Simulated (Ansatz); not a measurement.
**CH₇NOSSi: a ladder of functionals and wavefunction methods**

Aim: compute CH₇NOSSi with functionals from several rungs and with coupled cluster, and see how far each lands from CCSD(T) at the basis-set limit for the atomisation energy.

Computed with Ansatz 0.2.0, Gaussian basis. Level: functionals in def2-TZVPP, the program's frozen cores in correlated methods.

Plan: LDA (SPW92), PBE-D4, revPBE-D4, BLYP-D4, r2SCAN-D4, B97M-V, PBE0-D4, B3LYP-D4, r2SCANh-D4, r2SCAN0-D4, HSE06-D4, BHLYP-D4, CAM-B3LYP-D4, LC-ωPBE, ωB97X-V, ωB97M-V, B2PLYP, PBE-QIDH; CCSD(T)/def2-SVP; CCSD(T)/def2-TZVPP; MP2/def2-QZVPP; extrapolation to the limit; RPA on PBE.

### Step 1. The geometry

All runs share one geometry, relaxed beforehand with PBE0-D4 in a triple-zeta def2 set.

SMILES `NCS[SiH2]O`, 12 atoms, charge 0, spin multiplicity 1.

Atoms are counted from 1 here; the program's logs count them from 0.

Bond lengths: N1–C2 1.422 Å, N1–H6 1.011 Å, N1–H7 1.011 Å, C2–S3 1.870 Å, C2–H8 1.089 Å, C2–H9 1.090 Å, S3–Si4 2.117 Å, Si4–O5 1.647 Å, Si4–H10 1.485 Å, Si4–H11 1.482 Å, O5–H12 0.959 Å. Angles: C2–N1–H6 111.9°, C2–N1–H7 112.0°, H6–N1–H7 108.3°, N1–C2–S3 113.4°, N1–C2–H8 109.9°, N1–C2–H9 110.0°, S3–C2–H8 107.5°, S3–C2–H9 107.1°, H8–C2–H9 108.8°, C2–S3–Si4 100.6°, S3–Si4–O5 114.0°, S3–Si4–H10 104.7°, S3–Si4–H11 110.5°, O5–Si4–H10 112.1°, O5–Si4–H11 103.8°, H10–Si4–H11 111.9°, Si4–O5–H12 116.7°.

### Step 2. LDA

This LDA is Slater exchange with PW92 correlation.

Contents of in.yaml:

```yaml
crystal:
  periodic: [false, false, false]
  atoms:
    - {symbol: N, position_ang: [-0.908004, 1.103158, 2.096546]}
    - {symbol: C, position_ang: [-0.668319, 0.291238, 0.953469]}
    - {symbol: S, position_ang: [0.827198, 0.822821, -0.035864]}
    - {symbol: Si, position_ang: [1.079578, -0.860256, -1.294250]}
    - {symbol: O, position_ang: [-0.131403, -1.065361, -2.391503]}
    - {symbol: H, position_ang: [-0.124916, 1.093123, 2.736703]}
    - {symbol: H, position_ang: [-1.100789, 2.063655, 1.845562]}
    - {symbol: H, position_ang: [-1.529316, 0.324807, 0.287718]}
    - {symbol: H, position_ang: [-0.500529, -0.742178, 1.257966]}
    - {symbol: H, position_ang: [2.396752, -0.648420, -1.947033]}
    - {symbol: H, position_ang: [1.050134, -2.110367, -0.499058]}
    - {symbol: H, position_ang: [-0.313386, -0.327422, -2.976256]}
basis:
  gaussian: {orbitals: def2-TZVPP}
hamiltonian: {xc: lda}
output: {orbitals: {seedname: orbitals}}
```

Command:

```console
$ ansatz run in.yaml --threads 4 --pin off --events-out ev --progress --plain --max-ram 10444MiB
```

Further steps of the session: PBE-D4 (GGA); revPBE-D4 (GGA); BLYP-D4 (GGA); r2SCAN-D4 (meta-GGA); B97M-V (meta-GGA); PBE0-D4 (hybrid); B3LYP-D4 (hybrid); r2SCANh-D4 (hybrid); r2SCAN0-D4 (hybrid); HSE06-D4 (hybrid); BHLYP-D4 (hybrid); CAM-B3LYP-D4 (range-separated); LC-ωPBE (range-separated); ωB97X-V (range-separated); ωB97M-V (range-separated); B2PLYP (double hybrid); PBE-QIDH (double hybrid); CCSD(T) in def2-SVP; CCSD(T) in def2-TZVPP; MP2 in def2-QZVPP; RPA on PBE orbitals.

Q: Predict the results of all the runs planned. Wanted: atomisation energy, CCSD(T)/CBS; farthest beyond LDA; mean size of error, GGA; mean size of error, meta-GGA; mean size of error, hybrid; mean size of error, range-separated; mean size of error, double hybrid; gap, smallest and largest; T1 diagnostic.

As calculated:

| quantity | value |
| --- | --- |
| atomisation energy, CCSD(T)/CBS | 43.781 eV |
| functionals within 0.219 eV (0.5 %) | BLYP-D4, r2SCAN-D4, B97M-V, B3LYP-D4, HSE06-D4, CAM-B3LYP-D4, ωB97X-V, ωB97M-V |
| farthest beyond LDA | BHLYP-D4 (-1.469 eV) |
| mean size of error, GGA | 0.396 eV |
| mean size of error, meta-GGA | 0.056 eV |
| mean size of error, hybrid | 0.539 eV |
| mean size of error, range-separated | 0.196 eV |
| mean size of error, double hybrid | 0.639 eV |
| gap, smallest and largest | 5.10 eV (LDA (SPW92)), 12.23 eV (LC-ωPBE) |
| T1 diagnostic | 0.0114 |
| triples share of the correlation energy | 3.9 % |

What this shows: LDA overbinds by 6.351 eV (15 %). PBE-D4 is off by +0.633 eV. Double hybrids carry the basis error of their MP2 part in triple zeta, and no dispersion term here, so their miss is partly the set-up's. The rungs meta-GGA, range-separated miss on average by less than the doubt on the reference (0.219 eV), so they tie. Misses under about 0.219 eV are within the doubt on the reference itself, which lacks core-valence correlation, relativity and higher excitations. Hartree-Fock recovers 70 % of the binding; the rest is correlation. CCSD(T) in def2-SVP is off by -3.465 eV, so the small basis spoils what the method gains. Orbital gaps span 5.1 to 12.2 eV; exact exchange widens them.
